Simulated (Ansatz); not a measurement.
# C2H6ClGaO: the cost of one run

Program: Ansatz 0.2.0, Gaussian basis. Level of theory: the settings change from run to run. These are calculated values, not measurements.

## (1) The geometry

The structure was relaxed beforehand with PBE0-D4 in a triple-zeta def2 set.

11 atoms, charge 0, spin multiplicity 1.

Atoms are counted from 1 here; the program's logs count them from 0.

Bond lengths: C1–O2 1.404 Å, C1–H6 1.095 Å, C1–H7 1.095 Å, C1–H8 1.099 Å, O2–Ga3 1.776 Å, Ga3–C4 1.949 Å, Ga3–Cl5 2.139 Å, C4–H9 1.092 Å, C4–H10 1.089 Å, C4–H11 1.091 Å. Angles: O2–C1–H6 109.9°, O2–C1–H7 109.9°, O2–C1–H8 113.6°, H6–C1–H7 108.0°, H6–C1–H8 107.7°, H7–C1–H8 107.6°, C1–O2–Ga3 122.7°, O2–Ga3–C4 125.2°, O2–Ga3–Cl5 111.3°, C4–Ga3–Cl5 123.5°, Ga3–C4–H9 110.0°, Ga3–C4–H10 110.0°, Ga3–C4–H11 110.2°, H9–C4–H10 109.1°, H9–C4–H11 108.2°, H10–C4–H11 109.3°.

## (2) RPA/def2-mTZVPP

Options: multiplicity 3, restricted open-shell orbitals, relativity set to scalar, correlated electrons set to all.

The input, in.yaml:

```yaml
crystal:
  periodic: [false, false, false]
  atoms:
    - {symbol: C, position_ang: [-1.485007, -0.377025, -1.175353]}
    - {symbol: O, position_ang: [-1.521239, -0.028600, 0.184545]}
    - {symbol: Ga, position_ang: [-0.053490, 0.284072, 1.134593]}
    - {symbol: C, position_ang: [1.768872, 0.188750, 0.450492]}
    - {symbol: Cl, position_ang: [-0.528728, 0.789184, 3.157798]}
    - {symbol: H, position_ang: [-1.963758, -1.351078, -1.323301]}
    - {symbol: H, position_ang: [-2.036483, 0.363497, -1.764763]}
    - {symbol: H, position_ang: [-0.467682, -0.439583, -1.586570]}
    - {symbol: H, position_ang: [1.917452, 0.944964, -0.322756]}
    - {symbol: H, position_ang: [2.479729, 0.360251, 1.257884]}
    - {symbol: H, position_ang: [1.955535, -0.791431, 0.008132]}
basis:
  gaussian: {orbitals: def2-mTZVPP}
magnetization: {spin_polarized: false, initial_magnetization: 2}
hamiltonian: {xc: {name: HSE06}, pseudopotentials: {relativity: scalar}}
correlation: {method: rpa, electrons: all}
```

On the command line:

```
ansatz run in.yaml --threads 4 --pin off --events-out ev --progress --plain --max-ram 10444MiB
```

**Question.** How long does this run take on 4 threads of AMD EPYC 9R45, shared host, and how much memory does it need?

About 31 s, with a peak of 0.83 GiB.
